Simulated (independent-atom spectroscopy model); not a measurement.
**Angle-resolved XPS of CuO on GaN**

How does the ratio Cu 2p3/2 / Ga 2p3/2 change with emission angle for this film?

Program: independent-atom spectroscopy model, version 2. Model: angle-resolved photoelectron peak ratio of a uniform film on a substrate: exponential attenuation with lengths from TPP-2M (nominal gaps) and the elastic albedo, Dirac-Hartree-Slater cross sections, magic-angle geometry. All values are calculated.

### Step 1. Film and substrate

2 nm of CuO (6.12 g/cm³) on GaN (6.15 g/cm³).

### Step 2. Calculation

Input values:

```json
{
  "film": "CuO",
  "film_density": 6.12,
  "base": "GaN",
  "base_density": 6.15,
  "photon_energy": 1486.7,
  "film_peak": "Cu 2p3/2",
  "base_peak": "Ga 2p3/2",
  "thickness": 2.0,
  "emission_angle": [0, 10, 20, 30, 40, 45, 50, 55]
}
```

Units: film_density in g/cm³, base_density in g/cm³, photon_energy in eV, thickness in nm, emission_angle in degrees.

What does the calculation give? Wanted: ratio at normal emission; ratio at 55°.

As calculated:

```
                                            quantity     value
                            ratio at normal emission      17.0
                                        ratio at 55°       159
attenuation length of the substrate peak in the film  0.697 nm
                          thickness over that length      2.87
```

**Reading.** At 0° the substrate keeps 5.7 % of its signal through 2.9 attenuation lengths of film. Tilting to 55° lengthens the path by 1/cos θ and raises the ratio 9.4-fold. Islands, roughness and grazing exit, where elastic scattering matters more, are outside the model.
